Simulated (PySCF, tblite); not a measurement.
# C6H10OS: a rotation path, then NMR shifts on frames, part 2 of 2

tblite 0.8.0 and PySCF 2.14.0. Atoms count from 0. The steps go on from the part before.

## (5) Shielding tensors: image 6, PBE0/pcSseg-1

What the job is given:

```
{"job": {"kind": "nmr", "xc": "PBE0", "basis": "pcSseg-1", "pop": false}, "charge": 0, "multiplicity": 1}
C     -1.846500     1.527000     0.890700
C     -1.138400     0.415300     0.812900
C     -0.767600    -0.247600    -0.470000
C     -1.181700    -1.721600    -0.587300
S      0.456100    -2.228000    -1.224400
C      0.752100    -0.506200    -0.642700
O      1.494000    -0.470800     0.530300
C      2.455600     0.554800     0.580800
H     -2.218100     2.026600     0.010400
H     -2.094300     1.978900     1.835600
H     -0.766400    -0.073300     1.702900
H     -1.138000     0.331900    -1.319300
H     -1.372900    -2.194500     0.373900
H     -1.991200    -1.929600    -1.281700
H      1.225600     0.095700    -1.425200
H      2.937300     0.475600     1.552500
H      1.982400     1.538500     0.485200
H      3.203000     0.433500    -0.211000
```

With the program's defaults for keys left out, this is: GIAO PBE0/pcSseg-1 NMR shielding, non-relativistic, gas phase.

The log of the run:

```text
coarse grid: 15432 points
cycle   1  E = -707.3168597051  dE =  1.081e+00  |g| = 5.745e-01  |ddm| = 3.844e+00
cycle   2  E = -707.2670421925  dE =  4.982e-02  |g| = 7.967e-01  |ddm| = 1.216e+00
cycle   3  E = -707.3843022641  dE = -1.173e-01  |g| = 9.153e-02  |ddm| = 7.640e-01
cycle   4  E = -707.3858614886  dE = -1.559e-03  |g| = 3.037e-02  |ddm| = 1.038e-01
cycle   5  E = -707.3860637021  dE = -2.022e-04  |g| = 7.484e-03  |ddm| = 3.378e-02
cycle   6  E = -707.3860750303  dE = -1.133e-05  |g| = 3.192e-03  |ddm| = 1.023e-02
cycle   7  E = -707.3860773901  dE = -2.360e-06  |g| = 7.075e-04  |ddm| = 4.016e-03
final grid: 143928 points
cycle   8  E = -707.4493141076  dE = -3.299e-05  |g| = 1.303e-02  |ddm| = 3.636e-02
cycle   9  E = -707.4492759867  dE =  3.812e-05  |g| = 1.861e-02  |ddm| = 2.755e-02
cycle  10  E = -707.4493504663  dE = -7.448e-05  |g| = 1.791e-03  |ddm| = 1.821e-02
cycle  11  E = -707.4493512338  dE = -7.676e-07  |g| = 3.223e-04  |ddm| = 1.754e-03
cycle  12  E = -707.4493512559  dE = -2.209e-08  |g| = 1.478e-04  |ddm| = 4.181e-04
cycle  13  E = -707.4493512608  dE = -4.889e-09  |g| = 3.467e-05  |ddm| = 1.637e-04
cycle  14  E = -707.4493512611  dE = -3.088e-10  |g| = 1.015e-05  |ddm| = 6.215e-05
converged SCF energy = -707.4493512611

GIAO shielding tensors (ppm)
atom      isotropic    diamagn.    paramagn.     s11        s22        s33       span
  0 C       65.249     253.709    -188.459    -42.010     79.805    157.953    199.963
  1 C       38.996     253.968    -214.972    -85.631     45.473    157.145    242.776
  2 C      132.021     248.362    -116.340    104.350    138.977    152.738     48.388
  3 C      153.515     251.541     -98.026    138.573    142.161    179.810     41.236
  4 S      446.455    1055.530    -609.074    139.111    380.042    820.214    681.103
  5 C       93.902     244.868    -150.966     58.427     89.942    133.339     74.912
  6 O      293.476     396.971    -103.495    245.231    300.171    335.025     89.793
  7 C      126.045     244.189    -118.145     91.240    103.825    183.069     91.829
  8 H       26.496      31.379      -4.883     23.147     25.583     30.758      7.612
  9 H       26.500      29.289      -2.789     23.755     25.178     30.567      6.812
 10 H       24.992      32.183      -7.191     21.608     24.187     29.182      7.574
 11 H       28.006      33.330      -5.324     25.954     27.208     30.855      4.901
 12 H       28.346      30.518      -2.172     25.418     26.673     32.947      7.528
 13 H       28.758      29.888      -1.130     25.435     26.324     34.516      9.081
 14 H       27.038      32.060      -5.023     22.675     28.823     29.615      6.940
 15 H       28.002      28.340      -0.338     24.068     25.307     34.631     10.562
 16 H       28.528      30.355      -1.827     23.806     27.054     34.724     10.918
 17 H       28.413      28.400       0.013     24.168     26.062     35.008     10.839
```

Run time: 76 s. Hardware: 1 thread, shared host.

Key values: δ C1 147.9, C0 121.7, C5 93.0, C7 60.9, H10 6.72, H8 5.22 ppm.

## (6) NMR shieldings: image 7, PBE0/pcSseg-1

What the job is given:

```
{"job": {"kind": "nmr", "xc": "PBE0", "basis": "pcSseg-1", "pop": false}, "charge": 0, "multiplicity": 1}
C     -1.746700     1.545800     0.886700
C     -1.070900     0.414600     0.801800
C     -0.738300    -0.262900    -0.483800
C     -1.194500    -1.726000    -0.584500
S      0.423100    -2.281400    -1.233300
C      0.771700    -0.568300    -0.678400
O      1.541400    -0.554300     0.478900
C      2.351600     0.588800     0.610300
H     -2.118100     2.052200     0.010300
H     -1.966600     2.007900     1.833600
H     -0.700500    -0.082300     1.688200
H     -1.107000     0.322000    -1.330000
H     -1.388700    -2.186700     0.382000
H     -2.017000    -1.916500    -1.268700
H      1.251700     0.017700    -1.470800
H      2.869000     0.490700     1.561600
H      1.747000     1.502600     0.613200
H      3.084100     0.642400    -0.203300
```

Method: GIAO PBE0/pcSseg-1 NMR shielding, non-relativistic, gas phase.

The log of the run:

```text
coarse grid: 15432 points
cycle   1  E = -707.3174487302  dE =  1.084e+00  |g| = 5.744e-01  |ddm| = 3.848e+00
cycle   2  E = -707.2672238210  dE =  5.022e-02  |g| = 7.979e-01  |ddm| = 1.239e+00
cycle   3  E = -707.3848437785  dE = -1.176e-01  |g| = 9.105e-02  |ddm| = 7.843e-01
cycle   4  E = -707.3863766116  dE = -1.533e-03  |g| = 3.018e-02  |ddm| = 1.019e-01
cycle   5  E = -707.3865790313  dE = -2.024e-04  |g| = 7.152e-03  |ddm| = 3.411e-02
cycle   6  E = -707.3865897901  dE = -1.076e-05  |g| = 2.877e-03  |ddm| = 1.005e-02
cycle   7  E = -707.3865917119  dE = -1.922e-06  |g| = 5.191e-04  |ddm| = 3.409e-03
final grid: 143928 points
cycle   8  E = -707.4497285647  dE = -3.048e-05  |g| = 1.313e-02  |ddm| = 3.586e-02
cycle   9  E = -707.4496906072  dE =  3.796e-05  |g| = 1.881e-02  |ddm| = 2.706e-02
cycle  10  E = -707.4497647815  dE = -7.417e-05  |g| = 1.719e-03  |ddm| = 1.791e-02
cycle  11  E = -707.4497654756  dE = -6.941e-07  |g| = 3.105e-04  |ddm| = 1.711e-03
cycle  12  E = -707.4497654963  dE = -2.071e-08  |g| = 1.429e-04  |ddm| = 4.028e-04
cycle  13  E = -707.4497655010  dE = -4.666e-09  |g| = 3.433e-05  |ddm| = 1.581e-04
cycle  14  E = -707.4497655013  dE = -2.972e-10  |g| = 9.975e-06  |ddm| = 5.986e-05
converged SCF energy = -707.4497655013

GIAO shielding tensors (ppm)
atom      isotropic    diamagn.    paramagn.     s11        s22        s33       span
  0 C       64.749     253.749    -189.000    -43.011     79.162    158.097    201.108
  1 C       39.088     254.221    -215.132    -84.862     45.232    156.895    241.757
  2 C      132.545     248.318    -115.773    106.306    138.764    152.564     46.257
  3 C      153.408     251.437     -98.029    138.260    142.142    179.821     41.561
  4 S      452.048    1055.407    -603.359    147.853    383.704    824.588    676.735
  5 C       95.014     244.895    -149.881     60.293     91.100    133.649     73.356
  6 O      292.069     396.391    -104.322    245.251    303.628    327.328     82.077
  7 C      126.391     244.724    -118.333     92.368    104.200    182.604     90.236
  8 H       26.454      31.387      -4.934     23.083     25.561     30.716      7.633
  9 H       26.472      29.339      -2.867     23.725     25.159     30.533      6.808
 10 H       24.964      32.274      -7.310     21.507     24.280     29.105      7.597
 11 H       28.049      33.325      -5.276     25.892     27.358     30.897      5.005
 12 H       28.337      30.463      -2.126     25.407     26.652     32.951      7.544
 13 H       28.732      29.835      -1.104     25.425     26.292     34.477      9.052
 14 H       27.056      31.823      -4.767     22.819     28.785     29.565      6.747
 15 H       28.022      28.433      -0.411     24.171     25.260     34.634     10.463
 16 H       28.475      30.661      -2.186     23.509     27.648     34.267     10.758
 17 H       28.501      28.589      -0.087     24.338     26.153     35.013     10.674
```

It took 77 s on 1 thread, shared host.

This run: δ C1 147.8, C0 122.2, C5 91.9, C7 60.5, H10 6.75, H8 5.26 ppm.

## (7) NMR shieldings: image 8, PBE0/pcSseg-1

What the job is given:

```
{"job": {"kind": "nmr", "xc": "PBE0", "basis": "pcSseg-1", "pop": false}, "charge": 0, "multiplicity": 1}
C     -1.636200     1.594800     0.854600
C     -1.047800     0.415100     0.779200
C     -0.738600    -0.288000    -0.498100
C     -1.177500    -1.757600    -0.559100
S      0.416100    -2.293000    -1.282800
C      0.770000    -0.582100    -0.731400
O      1.571900    -0.601800     0.403800
C      2.260200     0.600200     0.654400
H     -1.948400     2.132100    -0.026400
H     -1.833500     2.071000     1.799800
H     -0.736100    -0.106200     1.674400
H     -1.134400     0.271800    -1.349100
H     -1.314000    -2.210200     0.421300
H     -2.030400    -1.970900    -1.197600
H      1.229100     0.020100    -1.526400
H      2.862400     0.422300     1.542500
H      1.565100     1.426300     0.840600
H      2.913200     0.862400    -0.186300
```

Level: GIAO PBE0/pcSseg-1 NMR shielding, non-relativistic, gas phase.

The log of the run:

```text
coarse grid: 15432 points
cycle   1  E = -707.3176516413  dE =  1.084e+00  |g| = 5.755e-01  |ddm| = 3.847e+00
cycle   2  E = -707.2666806353  dE =  5.097e-02  |g| = 8.011e-01  |ddm| = 1.251e+00
cycle   3  E = -707.3852805390  dE = -1.186e-01  |g| = 9.114e-02  |ddm| = 7.946e-01
cycle   4  E = -707.3868127936  dE = -1.532e-03  |g| = 3.015e-02  |ddm| = 1.016e-01
cycle   5  E = -707.3870160241  dE = -2.032e-04  |g| = 7.137e-03  |ddm| = 3.464e-02
cycle   6  E = -707.3870268888  dE = -1.086e-05  |g| = 2.814e-03  |ddm| = 1.027e-02
cycle   7  E = -707.3870287250  dE = -1.836e-06  |g| = 4.993e-04  |ddm| = 3.173e-03
final grid: 143928 points
cycle   8  E = -707.4497499353  dE = -3.271e-05  |g| = 1.291e-02  |ddm| = 3.889e-02
cycle   9  E = -707.4497146130  dE =  3.532e-05  |g| = 1.834e-02  |ddm| = 2.644e-02
cycle  10  E = -707.4497848791  dE = -7.027e-05  |g| = 1.652e-03  |ddm| = 1.746e-02
cycle  11  E = -707.4497855081  dE = -6.291e-07  |g| = 3.040e-04  |ddm| = 1.690e-03
cycle  12  E = -707.4497855279  dE = -1.980e-08  |g| = 1.394e-04  |ddm| = 3.902e-04
cycle  13  E = -707.4497855325  dE = -4.510e-09  |g| = 3.619e-05  |ddm| = 1.550e-04
cycle  14  E = -707.4497855328  dE = -3.301e-10  |g| = 1.016e-05  |ddm| = 6.051e-05
converged SCF energy = -707.4497855328

GIAO shielding tensors (ppm)
atom      isotropic    diamagn.    paramagn.     s11        s22        s33       span
  0 C       64.195     253.848    -189.653    -44.133     78.212    158.505    202.638
  1 C       38.373     254.393    -216.020    -84.472     45.102    154.488    238.961
  2 C      132.706     248.252    -115.546    107.447    138.342    152.329     44.882
  3 C      152.792     251.212     -98.420    137.616    141.691    179.068     41.452
  4 S      450.746    1055.345    -604.599    143.564    392.980    815.694    672.129
  5 C       94.698     244.704    -150.006     61.668     90.583    131.844     70.177
  6 O      288.879     396.085    -107.206    244.661    306.421    315.557     70.895
  7 C      126.715     244.980    -118.264     93.777    104.070    182.298     88.521
  8 H       26.404      31.420      -5.016     22.987     25.609     30.615      7.628
  9 H       26.457      29.364      -2.907     23.699     25.204     30.467      6.768
 10 H       25.010      32.300      -7.289     21.493     24.553     28.986      7.494
 11 H       28.069      33.218      -5.149     25.700     27.647     30.861      5.161
 12 H       28.229      30.441      -2.213     25.344     26.538     32.804      7.461
 13 H       28.719      29.742      -1.023     25.364     26.293     34.500      9.136
 14 H       27.027      31.567      -4.540     23.020     28.470     29.592      6.573
 15 H       28.001      28.445      -0.444     24.165     25.252     34.586     10.421
 16 H       28.169      30.759      -2.590     22.731     28.303     33.473     10.742
 17 H       28.617      28.849      -0.232     24.657     26.246     34.949     10.293
```

Run time: 76 s. Hardware: 1 thread, shared host.

This run: δ C1 148.6, C0 122.7, C5 92.2, C7 60.2, H10 6.71, H8 5.31 ppm.

## (8) Comparing the runs: NMR shifts

Shifts (ppm) of some atoms, chosen among heavy atoms and hydrogens apart, with basis size and wall time:

```csv
frame,C5,C7,C2,H17,H16,S4,O6,functions,time
image 0,93.8,56.2,52.4,3.65,2.82,30,63.8,193,75 s
image 3,94.4,59.7,54.8,3.42,3.16,61,54.4,193,74 s
image 6,93.0,60.9,54.9,3.30,3.19,57,42.6,193,76 s
image 7,91.9,60.5,54.4,3.22,3.24,52,44.0,193,77 s
image 8,92.2,60.2,54.2,3.10,3.55,53,47.2,193,76 s
```

## (9) Outcome

The summary covers parts 1 to 2.

| quantity | value |
| --- | --- |
| barrier | 0.150 eV (3.5 kcal/mol) at image 6 |
| end to end (GFN2-xTB) | 0.143 eV |
| ¹³C shifts against TMS (PBE0/pcSseg-1, image 0) | 147.5, 121.4, 93.8, 56.2, 52.4, 33.5 ppm |
| ¹H shifts against TMS (PBE0/pcSseg-1, image 0) | 6.66, 5.19, 5.17, 5.06, 3.76, 3.72, 3.65, 3.33, 3.11, 2.82 ppm |
| ³³S shifts against CS2 (PBE0/pcSseg-1, image 0) | 30 ppm |
| ¹⁷O shifts against H2O (PBE0/pcSseg-1, image 0) | 63.8 ppm |
| range of the shift of S4 | 30 to 61 ppm |

What this shows: Along the band the dihedral turns by 86°, and the top (dihedral 243°) lies 3.5 kcal/mol above the start (GFN2-xTB, rough), so at room temperature this motion is fast. The top was not checked by a frequency run. Shifts at one fixed geometry are not the observed spectrum, which averages over the motion. In the first frame run (image 0): The largest span, 597 ppm, is at S4, where the paramagnetic term is -583 ppm. Across the 5 runs the shift of S4 moves most, between 30 (image 0) and 61 ppm (image 3).
